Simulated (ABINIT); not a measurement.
A run of ABINIT 10.8.3 (patched build) is set up as follows.

The input run.py:

```python
import json, os
import numpy as np
from ase.constraints import FixSymmetry
from ase.optimize import BFGS
from ase.filters import FrechetCellFilter
from ase.units import GPa
from ase.calculators.mixing import SumCalculator
from dftd3.ase import DFTD3
from ase.calculators.abinit import Abinit, AbinitProfile
from ase import Atoms

atoms = Atoms(['Ti', 'Ti', 'Si', 'Si', 'Si', 'Si'],
              cell=[[0.0, 4.1175163063, 4.2628978354], [2.3895119538, 0.0, 4.2628978354], [2.3895119538, 4.1175163063, 0.0]],
              scaled_positions=[[0.75, 0.75, 0.75], [0.5, 0.5, 0.5], [0.41256561, 0.08743439, 0.41256561], [0.08743439, 0.41256561, 0.08743439], [0.16256561, 0.83743439, 0.16256561], [0.83743439, 0.16256561, 0.83743439]],
              pbc=True)

profile = AbinitProfile(command='mpirun --bind-to none -np 4 abinit', pp_paths=[os.path.abspath('pseudos')])
params = dict(
    pps='pawxml', xc='PBE',
    chksymtnons=0,
    tolsym=1e-05,
    ecut=408.1708,
    pawecutdg=816.3416,
    pawxcdev=0,
    kptopt=1,
    ngkpt=[7, 7, 7],
    nshiftk=1,
    shiftk=[0.0, 0.0, 0.0],
    ixc=11,
    nband=24,
    occopt=3,
    tsmear=0.05,
    nstep=100,
    tolvrs=1e-09,
    prtwf=0,
    prtden=0,
    ecutsm=0.5,
)

atoms.calc = SumCalculator([Abinit(profile=profile, directory='run', **params), DFTD3(method='pbe', damping='d3bj')])
atoms.set_constraint(FixSymmetry(atoms, symprec=1e-4))
opt = BFGS(FrechetCellFilter(atoms), trajectory='opt.traj')
converged = opt.run(fmax=0.02, steps=30)
print('converged', converged)
print('cell (A)', np.round(atoms.cell[:], 5).tolist())
energy = atoms.get_potential_energy()
forces = atoms.get_forces()
stress = atoms.get_stress()
print(f'energy {energy:.6f} eV')
print('forces (eV/A)')
print(np.round(forces, 5))
print('stress (GPa, Voigt, tension positive)', np.round(stress / GPa, 4))
json.dump(dict(energy=energy, forces=forces.tolist(), stress=stress.tolist(), cell=atoms.cell.tolist(), frac=atoms.get_scaled_positions(wrap=False).tolist()), open('results.json', 'w'))
```

Potentials or basis: JTH PAW PBE v2.0.

Launch:

```sh
$ python run.py
```

(1) Estimate the band gap on the k mesh.

(2) What does it give for the relaxed cell?

(3) Predict the space group after relaxing (to 0.05 Å).

## Answers

(1) none (metal or under the smearing width).

(2) a = 5.869 Å, b = 4.857 Å, c = 4.697 Å, α = 75.77°, β = 53.35°, γ = 50.89°.

(3) Fddd (No. 70).

Caveat: the log and the count of SCF iterations are those of the last ABINIT call alone; pairwise dispersion overbinds metals, which lowers pressure and volume.
